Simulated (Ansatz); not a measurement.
## SrSbO3 (distorted cell): a check of forces and pressure against finite differences

Run with Ansatz's Python interface.

The script, `srsbo3.py`:
```python
"""Do the forces of SrSbO3 match the slope of the free energy, distorted."""

import warnings

import ansatz
import numpy as np

VECTORS = np.array([
    [4.25467, -0.00859, 0.04463],
    [-0.00859, 4.2496, 0.04643],
    [0.04463, 0.04643, 4.26024],
])
SITES = [
    ("Sr", (0.99332, 0.00162, 0.99922)),
    ("Sb", (0.49774, 0.49908, 0.49737)),
    ("O", (0.48863, 0.4952, 0.00122)),
    ("O", (0.50561, 0.00029, 0.50924)),
    ("O", (0.99915, 0.48718, 0.49726)),
]


def make_crystal(cell):
    crystal = ansatz.Crystal(lattice=ansatz.Lattice.of(cell))
    for symbol, position in SITES:
        crystal = crystal.atom(symbol, position)
    return crystal


def main() -> None:
    warnings.simplefilter("ignore", ansatz.DeckWarning)

    def solve(crystal):
        return (
            crystal.calculation()
            .functional("r2scan")
            .initial_density(normalization="cell")
            .occupations("cold")
            .mixing("anderson", preconditioner="local_kerker")
            .basis(650, xc_grid=2)
            .kpoints(4, 4, 4)
            .scf(tolerance=1e-09)
            .forces()
            .stress()
            .run(threads=1)
        ).report


    centre = solve(make_crystal(VECTORS))
    start = make_crystal(VECTORS)
    # move one atom both ways along a Cartesian axis
    print(f"force on atom 3 along y: analytic {centre['forces_ev_ang'][3][1]:.4f} eV/A")
    for h in (0.005, 0.02):
        shift = np.eye(3)[1] * h @ np.linalg.inv(VECTORS)
        plus, minus = (solve(start.move(3, to=np.array(SITES[3][1]) + sign * shift))["lagrangian_ev"] for sign in (1, -1))
        print(f"  step {h} A: numerical {-(plus - minus) / (2 * h):.4f} eV/A")
    # P = -dF/dV; the difference feels the change of the plane-wave count with the cell
    volume = abs(np.linalg.det(VECTORS))
    larger, smaller = (solve(make_crystal(VECTORS * (1 + sign * 0.005) ** (1 / 3)))["lagrangian_ev"] for sign in (1, -1))
    numerical = -(larger - smaller) / (0.01 * volume) * 160.21766
    print(f"pressure: analytic {np.trace(centre['stress_gpa']) / 3:.3f}, numerical {numerical:.3f} GPa")


if __name__ == "__main__":
    main()
```

```console
$ python srsbo3.py
force on atom 3 along y: analytic -0.1527 eV/A
  step 0.005 A: numerical -0.1527 eV/A
  step 0.02 A: numerical -0.1529 eV/A
pressure: analytic -7.205, numerical -7.202 GPa
```

Notes:
- The settings weren't tested for convergence.
- The cell holds an odd number of electrons and is run without spin, so a magnetic state may lie lower.
- For a metal this k-point mesh is coarse: on a finer one energies can move by several to tens of meV an atom and pressures by half a GPa or more, differences at one mesh by less.
- The program warned that this SCF threshold is loose for forces or stresses.
- Pressure is positive in compression.
- The cell is a database structure, distorted on purpose.
- The central difference errs as the square of the step, so the shorter step is the fairer test; what remains comes from the finite grid and the SCF threshold.
- The script silences the warnings on its input, which a real study should read.
- Wall time of the script: 3 min on 1 thread of Arm Neoverse V2, with other jobs on the host, peak memory 0.48 GiB.
